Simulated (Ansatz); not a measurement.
**ScSi2: response to strain**

Aim: deform ScSi2 (equal xx and yy strain of +2 %) and compute stress, forces and field gradients with LAPW, PAW and all-electron datasets made for the crystal.

Method: DFT PBEsol, scalar-relativistic, in Ansatz 0.2.0.

**1. Starting point**

Symmetry: P6/mmm, No. 191, hexagonal system. The conventional cell has a = 3.660 Å, b = 3.660 Å, c = 3.870 Å, α = 90.00°, β = 90.00°, γ = 120.00°. Around Sc (site symmetry 6/mmm) lie 12 Si at 2.87 Å. Si (site symmetry -6m2) has 3 Si at 2.11 Å and 6 Sc at 2.87 Å in its first shell of neighbours.

Coordinates:

```xyz
3
Lattice="3.6600 0.0000 0.0000 -1.8300 3.1697 0.0000 0.0000 0.0000 3.8700" Properties=species:S:1:pos:R:3 pbc="T T T"
Sc    0.0000    0.0000    0.0000
Si    0.0000    2.1131    1.9350
Si    1.8300    1.0566    1.9350
```

Atoms are numbered in the order of the input: Sc1, Si2, Si3.

**2. The deformed structure**

Space group P6/mmm before, P6/mmm after.

**3. Full-potential LAPW**

input.yaml

```yaml
crystal:
  lattice:
    - [3.7331986848, 0.0, 0.0]
    - [-1.8665993424, 3.2330448984, 0.0]
    - [0.0, 0.0, 3.87]
  atoms:
    - { symbol: Sc, position: [0.0, 0.0, 0.0] }
    - { symbol: Si, position: [0.3333333333, 0.6666666667, 0.5] }
    - { symbol: Si, position: [0.6666666667, 0.3333333333, 0.5] }
kpoints:
  mp_grid: { grid: [13, 13, 11] }
  band_path:
    path:
      - [0.0, 0.0, 0.0]
      - [0.5, 0.0, 0.0]
      - [0.3333333333, 0.3333333333, 0.0]
      - [0.0, 0.0, 0.0]
      - [0.0, 0.0, 0.5]
      - [0.5, 0.0, 0.5]
      - [0.3333333333, 0.3333333333, 0.5]
      - [0.0, 0.0, 0.5]
      - [0.5, 0.0, 0.5]
    npoints: 5
scf:
  occupations: { method: fermi_dirac, width: 0.05 }
hamiltonian:
  xc: pbesol
  pseudopotentials: { kind: all_electron, lapw: { basis_error: 0.001 } }
output:
  forces: true
  stress: true
  eigenvalues: true
```

Launch:

```sh
$ ansatz run input.yaml --threads 1 --pin off --max-ram 4096MiB --backend cpu --events-out ev --progress --plain --runs-dir out
```

**4. PAW with frozen cores**

input.yaml

```yaml
crystal:
  lattice:
    - [3.7331986848, 0.0, 0.0]
    - [-1.8665993424, 3.2330448984, 0.0]
    - [0.0, 0.0, 3.87]
  atoms:
    - { symbol: Sc, position: [0.0, 0.0, 0.0] }
    - { symbol: Si, position: [0.3333333333, 0.6666666667, 0.5] }
    - { symbol: Si, position: [0.6666666667, 0.3333333333, 0.5] }
kpoints:
  mp_grid: { grid: [13, 13, 11] }
scf:
  occupations: { method: fermi_dirac, width: 0.05 }
hamiltonian:
  xc: pbesol
  pseudopotentials: { kind: paw }
output:
  forces: true
  stress: true
  eigenvalues: true
  efg: { contact_densities: true }
  write_density: true
  write_potential: true
  elf: true
  volumetric_format: npy
```

**5. All-electron PAW on datasets made for the crystal**

Changes to input.yaml since step 4:

```diff
@@ -15,3 +15,3 @@
   xc: pbesol
-  pseudopotentials: { kind: paw }
+  pseudopotentials: { kind: all_electron, datasets: crystal }
 output:
@@ -21,5 +21 @@
   efg: { contact_densities: true }
-  write_density: true
-  write_potential: true
-  elf: true
-  volumetric_format: npy
```

(Steps that only read results are left out.)

**Question.** What will these runs give? Wanted: pressure; largest shear or deviatoric stress.

**Answer**, as computed:

```
                                 quantity                                              value
                                 pressure  LAPW 13.39, PAW 13.48, crystal datasets 13.38 GPa
largest shear or deviatoric stress (LAPW)                                          18.25 GPa
```

In words: The largest part of the stress beyond the pressure is 18.25 GPa in size, in the zz component; the atoms are carried along and not relaxed. No run of the undeformed cell stands beside it, so pressure and stress hold what the given cell had before the change, as far as its symmetry allows. PAW: stress within 0.13 GPa of LAPW. Crystal datasets: stress within 0.01 GPa of LAPW.
